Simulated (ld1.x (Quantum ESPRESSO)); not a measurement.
**Mo: variants of one TM potential**

Aim: generate and test one potential in full, then change one design choice at a time and see what happens to hardness, ghosts and transferability.

Method: ld1.x (Quantum ESPRESSO) 7.5, PBE, scalar-relativistic.

## (1) The design

The settings as typed:

| Quantity | Value |
| --- | --- |
| element | molybdenum (Mo, Z = 42) |
| type | norm-conserving Troullier–Martins (Kleinman–Bylander form) |
| frozen core | [Ar] 3d10 |
| valence charge | 14 |
| reference configuration | 4s2 4p6 4d4 5s0 5p0 (charge +2) |
| partial waves | 4s (bound): rc 1.10 bohr; 4d (bound): rc 1.50 bohr; 4p (bound): rc 1.65 bohr |
| local potential | the p channel |
| core correction | Bessel-smoothed model core inside 1.05 bohr |

The outer shells as boxes (Hund's rule for the drawing; the calculation is spin-unpolarised):

```
[Ar] core
3d [↑↓][↑↓][↑↓][↑↓][↑↓]
4s [↑↓]
4p [↑↓][↑↓][↑↓]
4d [↑ ][↑ ][↑ ][↑ ][  ]
5s [  ]
5p [  ][  ][  ]
```

An earlier all-electron run gives the scale for the radii.

All-electron outer shells of the reference configuration (PBE, scalar-relativistic, ld1.x):

| shell | level (eV) | outermost node (bohr) | outermost maximum (bohr) |
| --- | --- | --- | --- |
| 3d | -239.60 | – | 0.32 |
| 4s | -82.75 | 0.51 | 0.99 |
| 4p | -56.75 | 0.52 | 1.06 |
| 4d | -20.83 | 0.53 | 1.35 |
| 5s | -17.70 | 1.32 | 2.62 |
| 5p | -12.69 | 1.49 | 3.12 |
| 4f | -4.24 | – | 5.41 |

## (2) Generation of the first potential

File Mo.in:

```
 &input
   title='Mo', zed=42., rel=1, dft='PBE', iswitch=3,
   config='[Kr] 4d4 5s0 5p0',
   nld=3, rlderiv=1.80, eminld=-8.0, emaxld=5.0, deld=0.04
 /
 &inputp
   pseudotype=2, tm=.true., lloc=1,
   nlcc=.true., new_core_ps=.true., rcore=1.05,
   file_pseudopw='Mo.UPF', file_wfcaegen='ae.wfc', file_wfcncgen='nc.wfc', file_beta='beta', file_chi='chi'
 /
3
4S  1  0   2.00   0.00  1.10  1.10  0.0
4D  3  2   4.00   0.00  1.50  1.50  0.0
4P  2  1   6.00   0.00  1.65  1.65  0.0
 &test
   configts(1)='4s2 4p6 4d4 5s0 5p0'
 /
```

The run is started by

```sh
$ ld1.x < Mo.in > Mo.out
```

The output, Mo.out (without the banner and most projector matrices):

```text
     Program LD1 v.7.5
     --------------------------- All-electron run ----------------------------

     Mo
     scalar relativistic calculation

     atomic number is 42.00
     dft =PBE   lsd =0 sic =0 latt =0  beta=0.20 tr2=1.0E-14
     Exchange-correlation= PBE
                           (   1   4   3   4   0   0   0)
     mesh =1229 r(mesh) = 100.71859 a.u. xmin = -7.00 dx = 0.01250
     1 Ry =  13.60569312 eV, c = 137.03599908

     n l     nl                  e(Ry)          e(Ha)          e(eV)
     1 0     1S 1( 2.00)     -1458.3103      -729.1551    -19841.3217
     2 0     2S 1( 2.00)      -207.1396      -103.5698     -2818.2777
     2 1     2P 1( 6.00)      -185.3204       -92.6602     -2521.4128
     3 0     3S 1( 2.00)       -36.3926       -18.1963      -495.1468
     3 1     3P 1( 6.00)       -29.2420       -14.6210      -397.8575
     4 0     4S 1( 2.00)        -6.0823        -3.0411       -82.7536
     4 1     4P 1( 6.00)        -4.1711        -2.0855       -56.7504
     3 2     3D 1(10.00)       -17.6100        -8.8050      -239.5959
     4 2     4D 1( 4.00)        -1.5307        -0.7654       -20.8268
     5 0     5S 1( 0.00)        -1.3012        -0.6506       -17.7032
     5 1     5P 1( 0.00)        -0.9326        -0.4663       -12.6891

     final scf error:  3.6E-15 reached in  20 iterations

     Etot =   -8095.600994 Ry,   -4047.800497 Ha, -110146.262765 eV

     Ekin =    8347.385438 Ry,    4173.692719 Ha,  113571.964653 eV
     Encl =  -19456.760280 Ry,   -9728.380140 Ha, -264722.709543 eV
     Eh   =    3259.717197 Ry,    1629.858598 Ha,   44350.711844 eV
     Exc  =    -245.943348 Ry,    -122.971674 Ha,   -3346.229719 eV

     normalization and overlap integrals

     s(1S/1S) =  1.000000  <r> =   0.0352  <r2> =    0.0017  r(max) =   0.0229
     s(2S/2S) =  1.000000  <r> =   0.1537  <r2> =    0.0279  r(max) =   0.1303
     s(2P/2P) =  1.000000  <r> =   0.1340  <r2> =    0.0219  r(max) =   0.1041
     s(3S/3S) =  1.000000  <r> =   0.4289  <r2> =    0.2107  r(max) =   0.3819
     s(3P/3P) =  1.000000  <r> =   0.4306  <r2> =    0.2158  r(max) =   0.3771
     s(4S/4S) =  1.000000  <r> =   1.1039  <r2> =    1.3807  r(max) =   0.9874
     s(4P/4P) =  1.000000  <r> =   1.2273  <r2> =    1.7244  r(max) =   1.0643
     s(3D/3D) =  1.000000  <r> =   0.4152  <r2> =    0.2074  r(max) =   0.3246
     s(4D/4D) =  1.000000  <r> =   1.7260  <r2> =    3.5558  r(max) =   1.3496
     s(5S/5S) =  1.000000  <r> =   2.9399  <r2> =    9.7052  r(max) =   2.6178
     s(5P/5P) =  1.000000  <r> =   3.5242  <r2> =   13.9584  r(max) =   3.1184

     ------------------------ End of All-electron run ------------------------

     --------------------- Generating NC pseudopotential ---------------------

      Generating local pot.: lloc=1, matching radius rcloc =   1.6500

      Computing core charge for nlcc:

       r > 1.05 : true rho core
      Core charge pseudized with two Bessel functions
      Integrated core pseudo-charge :   4.02

      Wfc   4S  rcut= 1.091  Using Troullier-Martins method

      Wfc   4D  rcut= 1.510  Using Troullier-Martins method

     ------------------- End of pseudopotential generation -------------------

     [... the all-electron block is printed once more ...]


     Computing logarithmic derivative in   1.81049
     Computing logarithmic derivative in   1.81049
     Computing the partial wave expansion
     R is outside the sphere for l=    0 j= 0.00
       no projector for channel:   1
     R is outside the sphere for l=    2 j= 0.00

     ---------------------- Testing the pseudopotential ----------------------

     Mo
     scalar relativistic calculation

     atomic number is 42.00   valence charge is 14.00
     dft =PBE   lsd =0 sic =0 latt =0  beta=0.20 tr2=1.0E-14
     mesh =1229 r(mesh) = 100.71859 xmin = -7.00 dx = 0.01250

     n l     nl             e AE (Ry)        e PS (Ry)    De AE-PS (Ry)
     1 0     4S   1( 2.00)       -6.08228       -6.08236        0.00009
     2 1     4P   1( 6.00)       -4.17108       -4.17109        0.00001
     3 2     4D   1( 4.00)       -1.53074       -1.53073       -0.00001
     2 0     5S   1( 0.00)       -1.30116       -1.31262        0.01146  !
     3 1     5P   1( 0.00)       -0.93263       -0.94301        0.01037  !

     eps = 4.7E-15  iter = 15

     Etot =   -8095.600994 Ry,   -4047.800497 Ha, -110146.262765 eV
     Etotps =  -142.683236 Ry,     -71.341618 Ha,   -1941.304321 eV

     Ekin =      43.964276 Ry,      21.982138 Ha,     598.164451 eV
     Encl =    -257.363394 Ry,    -128.681697 Ha,   -3501.607354 eV
     Ehrt =      95.211923 Ry,      47.605962 Ha,    1295.424207 eV
     Ecxc =     -24.039904 Ry,     -12.019952 Ha,    -327.079554 eV
     (Ecc =      -7.953419 Ry,      -3.976710 Ha,    -108.211784 eV)
     Epseu=      -0.456138 Ry,      -0.228069 Ha,      -6.206070 eV

     ---------------------- End of pseudopotential test ----------------------
```

Run time: 3 s. Hardware: 1 thread, shared host. This counts the later configuration tests of the new file too.

Partial waves on a coarse radial grid (AE all-electron, PS pseudo):

```tsv
r (bohr)	4s AE	4s PS
0.082	0.3355	0.0406
0.165	0.1052	0.0866
0.248	-0.4309	0.1428
0.330	-0.5972	0.2141
0.413	-0.4207	0.3084
0.495	-0.0813	0.4275
0.578	0.2888	0.5730
0.660	0.6051	0.7313
0.742	0.8428	0.8841
0.825	1.0003	1.0086
0.908	1.0838	1.0844
0.990	1.1073	1.1073
1.072	1.0870	1.0870
1.155	1.0355	1.0355
1.238	0.9642	0.9642
1.320	0.8832	0.8832
1.402	0.7980	0.7980
1.485	0.7120	0.7120
1.568	0.6295	0.6295
1.650	0.5532	0.5532
1.733	0.4823	0.4823
1.815	0.4189	0.4189
1.898	0.3616	0.3616
1.980	0.3114	0.3114
2.062	0.2673	0.2673
2.145	0.2283	0.2283
```

## (3) Testing the new file in other configurations

File Mo.test.in:

```
 &input
   title='Mo', zed=42., rel=1, dft='PBE', iswitch=2,
   config='[Kr] 4d4 5s0 5p0'
 /
 &test
   file_pseudo='Mo.UPF', nconf=8,
   configts(1)='4s2 4p6 4d4 5s0 5p0',
   configts(2)='4s2 4p6 4d5 5s1 5p0',
   configts(3)='4s2 4p6 4d5 5s0 5p0',
   configts(4)='4s2 4p6 4d3 5s0 5p0',
   configts(5)='4s1 4p6 4d5 5s1 5p0',
   configts(6)='4s2 4p6 4d4 5s1 5p0',
   configts(7)='4s2 4p6 4d5 5s0 5p1',
   configts(8)='4s2 4p6 4d2 5s0 5p0'
 /
```

The run is started by

```sh
$ ld1.x < Mo.test.in > Mo.test.out
```

Mo.test.out, the pseudopotential blocks:

```text
     ---------------------- Testing the pseudopotential ----------------------

     Mo
     scalar relativistic calculation

     atomic number is 42.00   valence charge is 14.00
     dft =PBE   lsd =0 sic =0 latt =0  beta=0.20 tr2=1.0E-14
     mesh =1229 r(mesh) = 100.71859 xmin = -7.00 dx = 0.01250

     n l     nl             e AE (Ry)        e PS (Ry)    De AE-PS (Ry)
     1 0     4S   1( 2.00)       -6.08228       -6.08236        0.00009
     2 1     4P   1( 6.00)       -4.17108       -4.17109        0.00001
     3 2     4D   1( 4.00)       -1.53074       -1.53073       -0.00001
     2 0     5S   1( 0.00)       -1.30116       -1.31262        0.01146  !
     3 1     5P   1( 0.00)       -0.93263       -0.94301        0.01037  !

     eps = 3.8E-15  iter = 15

     Etot =   -8095.600994 Ry,   -4047.800497 Ha, -110146.262764 eV
     Etotps =  -142.683236 Ry,     -71.341618 Ha,   -1941.304320 eV

     Ekin =      43.964276 Ry,      21.982138 Ha,     598.164451 eV
     Encl =    -257.363393 Ry,    -128.681697 Ha,   -3501.607353 eV
     Ehrt =      95.211923 Ry,      47.605961 Ha,    1295.424206 eV
     Ecxc =     -24.039904 Ry,     -12.019952 Ha,    -327.079554 eV
     (Ecc =      -7.953419 Ry,      -3.976710 Ha,    -108.211784 eV)
     Epseu=      -0.456138 Ry,      -0.228069 Ha,      -6.206069 eV

     ---------------------- End of pseudopotential test ----------------------

     ---------------------- Testing the pseudopotential ----------------------

     Mo
     [...]
     n l     nl             e AE (Ry)        e PS (Ry)    De AE-PS (Ry)
     1 0     4S   1( 2.00)       -4.72938       -4.72756       -0.00182
     2 1     4P   1( 6.00)       -2.82861       -2.82640       -0.00221
     3 2     4D   1( 5.00)       -0.27582       -0.27347       -0.00236
     2 0     5S   1( 1.00)       -0.30034       -0.30471        0.00437
     3 1     5P   1( 0.00)       -0.07669       -0.07790        0.00121

     eps = 7.3E-15  iter = 15

     Etot =   -8097.243804 Ry,   -4048.621902 Ha, -110168.614337 eV
     Etotps =  -144.332519 Ry,     -72.166260 Ha,   -1963.743966 eV
     dEtot_ae =      -1.642810 Ry
     dEtot_ps =      -1.649284 Ry,   Delta E=       0.006473 Ry

     [...]
     ---------------------- End of pseudopotential test ----------------------

     ---------------------- Testing the pseudopotential ----------------------

     Mo
     [...]
     n l     nl             e AE (Ry)        e PS (Ry)    De AE-PS (Ry)
     1 0     4S   1( 2.00)       -5.22677       -5.22893        0.00215
     2 1     4P   1( 6.00)       -3.32867       -3.33023        0.00156
     3 2     4D   1( 5.00)       -0.76541       -0.76589        0.00048
     2 0     5S   1( 0.00)       -0.72238       -0.73030        0.00792  !
     3 1     5P   1( 0.00)       -0.43422       -0.43925        0.00503  !

     eps = 8.1E-15  iter = 26

     Etot =   -8096.737397 Ry,   -4048.368698 Ha, -110161.724320 eV
     Etotps =  -143.819940 Ry,     -71.909970 Ha,   -1956.769970 eV
     dEtot_ae =      -1.136403 Ry
     dEtot_ps =      -1.136704 Ry,   Delta E=       0.000301 Ry

     [...]
     ---------------------- End of pseudopotential test ----------------------

     ---------------------- Testing the pseudopotential ----------------------

     Mo
     [...]
     n l     nl             e AE (Ry)        e PS (Ry)    De AE-PS (Ry)
     1 0     4S   1( 2.00)       -7.07800       -7.07426       -0.00374
     2 1     4P   1( 6.00)       -5.14642       -5.14361       -0.00281
     3 2     4D   1( 3.00)       -2.41857       -2.41713       -0.00144
     2 0     5S   1( 0.00)       -1.96231       -1.97772        0.01541  !
     3 1     5P   1( 0.00)       -1.51918       -1.53736        0.01818  !

     eps = 8.2E-15  iter = 27

     Etot =   -8093.635334 Ry,   -4046.817667 Ha, -110119.518600 eV
     Etotps =  -140.718156 Ry,     -70.359078 Ha,   -1914.568052 eV
     dEtot_ae =       1.965660 Ry
     dEtot_ps =       1.965079 Ry,   Delta E=       0.000580 Ry

     [...]
     ---------------------- End of pseudopotential test ----------------------

     ---------------------- Testing the pseudopotential ----------------------

     Mo
     [...]
     n l     nl             e AE (Ry)        e PS (Ry)    De AE-PS (Ry)
     1 0     4S   1( 1.00)       -5.63053       -5.62408       -0.00645  !
     2 1     4P   1( 6.00)       -3.69969       -3.69557       -0.00412
     3 2     4D   1( 5.00)       -1.02356       -1.01806       -0.00549  !
     2 0     5S   1( 1.00)       -0.82254       -0.83072        0.00817  !
     3 1     5P   1( 0.00)       -0.49982       -0.50639        0.00658  !

     eps = 6.9E-15  iter = 14

     Etot =   -8092.084228 Ry,   -4046.042114 Ha, -110098.414729 eV
     Etotps =  -139.175300 Ry,     -69.587650 Ha,   -1893.576426 eV
     dEtot_ae =       3.516766 Ry
     dEtot_ps =       3.507936 Ry,   Delta E=       0.008830 Ry

     [...]
     ---------------------- End of pseudopotential test ----------------------

     ---------------------- Testing the pseudopotential ----------------------

     Mo
     [...]
     n l     nl             e AE (Ry)        e PS (Ry)    De AE-PS (Ry)
     1 0     4S   1( 2.00)       -5.46664       -5.46215       -0.00449
     2 1     4P   1( 6.00)       -3.55610       -3.55169       -0.00440
     3 2     4D   1( 4.00)       -0.93829       -0.93489       -0.00340
     2 0     5S   1( 1.00)       -0.80656       -0.81368        0.00711  !
     3 1     5P   1( 0.00)       -0.49297       -0.49792        0.00495

     eps = 5.4E-15  iter = 16

     Etot =   -8096.651146 Ry,   -4048.325573 Ha, -110160.550817 eV
     Etotps =  -143.742743 Ry,     -71.871372 Ha,   -1955.719650 eV
     dEtot_ae =      -1.050153 Ry
     dEtot_ps =      -1.059507 Ry,   Delta E=       0.009355 Ry

     [...]
     ---------------------- End of pseudopotential test ----------------------

     ---------------------- Testing the pseudopotential ----------------------

     Mo
     [...]
     n l     nl             e AE (Ry)        e PS (Ry)    De AE-PS (Ry)
     1 0     4S   1( 2.00)       -4.82962       -4.82738       -0.00223
     2 1     4P   1( 6.00)       -2.92986       -2.92720       -0.00266
     3 2     4D   1( 5.00)       -0.36978       -0.36680       -0.00298
     2 0     5S   1( 0.00)       -0.36632       -0.37064        0.00432
     3 1     5P   1( 1.00)       -0.12816       -0.12929        0.00114

     eps = 4.5E-15  iter = 14

     Etot =   -8097.013001 Ry,   -4048.506501 Ha, -110165.474109 eV
     Etotps =  -144.098503 Ry,     -72.049251 Ha,   -1960.560008 eV
     dEtot_ae =      -1.412008 Ry
     dEtot_ps =      -1.415267 Ry,   Delta E=       0.003259 Ry

     [...]
     ---------------------- End of pseudopotential test ----------------------

     ---------------------- Testing the pseudopotential ----------------------

     Mo
     [...]
     n l     nl             e AE (Ry)        e PS (Ry)    De AE-PS (Ry)
     1 0     4S   1( 2.00)       -8.18071       -8.17149       -0.00922  !
     2 1     4P   1( 6.00)       -6.22292       -6.21621       -0.00671  !
     3 2     4D   1( 2.00)       -3.40343       -3.39957       -0.00386
     2 0     5S   1( 0.00)       -2.69065       -2.71025        0.01961  !
     3 1     5P   1( 0.00)       -2.17762       -2.20685        0.02923  !

     eps = 3.0E-15  iter = 16

     Etot =   -8090.731820 Ry,   -4045.365910 Ha, -110080.014279 eV
     Etotps =  -137.817053 Ry,     -68.908526 Ha,   -1875.096529 eV
     dEtot_ae =       4.869174 Ry
     dEtot_ps =       4.866183 Ry,   Delta E=       0.002991 Ry

     [...]
     ---------------------- End of pseudopotential test ----------------------
```

The tests as a table, with energies relative to 4s2 4p6 4d4 5s0 5p0. The frozen-core shift comes from a second all-electron run, not shown, with the core orbitals held at their reference shape; it is that run's ΔE less the relaxed one.

```tsv
valence configuration	charge	ΔE all-electron (eV)	error AE − PS (meV)	frozen-core shift (meV)
4s2 4p6 4d5 5s1 5p0	0	-22.352	+88	0.0
4s2 4p6 4d5 5s0 5p0	+1	-15.462	+4.1	+1.6
4s2 4p6 4d3 5s0 5p0	+3	26.744	+7.9	-1.0
4s1 4p6 4d5 5s1 5p0	+1	47.848	+120	+20
4s2 4p6 4d4 5s1 5p0	+1	-14.288	+127	-1.8
4s2 4p6 4d5 5s0 5p1	0	-19.211	+44	+0.7
4s2 4p6 4d2 5s0 5p0	+4	66.248	+41	+2.6
```

## (4) Scattering by logarithmic derivatives

Taken from the files of the generation run. The phase is arctan(r·u′/u) with u = r·R, unwrapped, with energies in Ry. A pole is an energy at which the radial function vanishes at the test radius. The pseudo phase is shifted by a multiple of π to meet the all-electron one at the reference energy. Levels narrower than the energy grid can be missing from the poles. The last column is the largest difference on the grid between −1 and +1 Ry.

| channel | radius (bohr) | reference (Ry) | poles AE | poles PS | window around the reference with phases within 0.05 rad (Ry) | largest difference near zero (rad) |
| --- | --- | --- | --- | --- | --- | --- |
| s | 1.81 | -6.08 | -5.31 | -5.32 | below 0.5 | 0.073 |
| p | 1.81 | -4.17 | -2.98 | -3.00 | below 0.8 | 0.051 |
| d | 1.81 | -1.53 | 0.80 | 0.71 | below 3.4 | 0.010 |

Phases (rad) along the scan:

```tsv
E (Ry)	s AE	s PS	d AE	d PS
-8.00	1.179	1.177	1.342	1.340
-7.52	1.072	1.069	1.331	1.330
-7.04	0.787	0.782	1.319	1.317
-6.56	-0.330	-0.335	1.304	1.303
-6.08	-1.265	-1.265	1.288	1.286
-5.60	-1.504	-1.504	1.267	1.264
-5.12	-1.603	-1.604	1.240	1.238
-4.64	-1.661	-1.663	1.206	1.204
-4.16	-1.703	-1.705	1.160	1.157
-3.68	-1.736	-1.740	1.093	1.089
-3.20	-1.767	-1.771	0.986	0.982
-2.72	-1.797	-1.802	0.793	0.788
-2.24	-1.829	-1.836	0.390	0.385
-1.76	-1.864	-1.874	-0.346	-0.347
-1.28	-1.906	-1.918	-0.955	-0.956
-0.80	-1.957	-1.974	-1.248	-1.251
-0.32	-2.024	-2.048	-1.399	-1.404
0.16	-2.115	-2.151	-1.491	-1.497
0.64	-2.247	-2.304	-1.554	-1.563
1.12	-2.450	-2.544	-1.602	-1.614
1.60	-2.768	-2.912	-1.642	-1.657
2.08	-3.211	-3.377	-1.678	-1.698
2.56	-3.653	-3.783	-1.712	-1.740
3.04	-3.972	-4.055	-1.748	-1.786
3.52	-4.175	-4.227	-1.786	-1.841
4.00	-4.306	-4.340	-1.831	-1.912
4.48	-4.395	-4.418	-1.886	-2.012
4.96	-4.460	-4.476	-1.959	-2.172
```

## (5) Plane-wave convergence, by spherical Bessel functions

This step uses the generator's waves and projectors in a separate script. Basis: spherical Bessel functions vanishing at 20 bohr, q² up to the cutoff; potential fixed at the reference.

All-electron valence levels (Ry): 4s -6.0823, 5s -1.3012, 4d -1.5307, 4p -4.1711, 5p -0.9326. The lowest levels of each channel (Ry) by cutoff; the last column sums, over occupied levels, occupation times the distance from the level at 400 Ry. A positive value at high cutoff is not a bound level.

```tsv
cutoff (Ry)	s #1	s #2	d #1	p #1	p #2	f #1	Σ f·Δε (mRy)
8	-4.5767	-1.0335	-1.0623	-3.5326	-0.8241	-0.3073	8715.8
21	-5.6819	-1.2155	-1.4551	-4.1629	-0.9399	-0.3098	1152.5
45	-6.0480	-1.3035	-1.5295	-4.1705	-0.9428	-0.3100	77.3
70	-6.0610	-1.3067	-1.5307	-4.1710	-0.9430	-0.3100	43.5
100	-6.0795	-1.3119	-1.5307	-4.1711	-0.9430	-0.3100	5.7
120	-6.0812	-1.3123	-1.5307	-4.1711	-0.9430	-0.3100	2.4
180	-6.0821	-1.3126	-1.5307	-4.1711	-0.9430	-0.3100	0.5
230	-6.0823	-1.3126	-1.5307	-4.1711	-0.9430	-0.3100	0.1
400	-6.0823	-1.3126	-1.5307	-4.1711	-0.9430	-0.3100	0.0
```

The sum stays within 10 mRy from 100 Ry and within 1 mRy from 180 Ry. The sum leaves out empty levels, which can need more. Ghost test: no level below the all-electron spectrum of its channel (s, d, p, f tested).

[end of part 1 of 2]
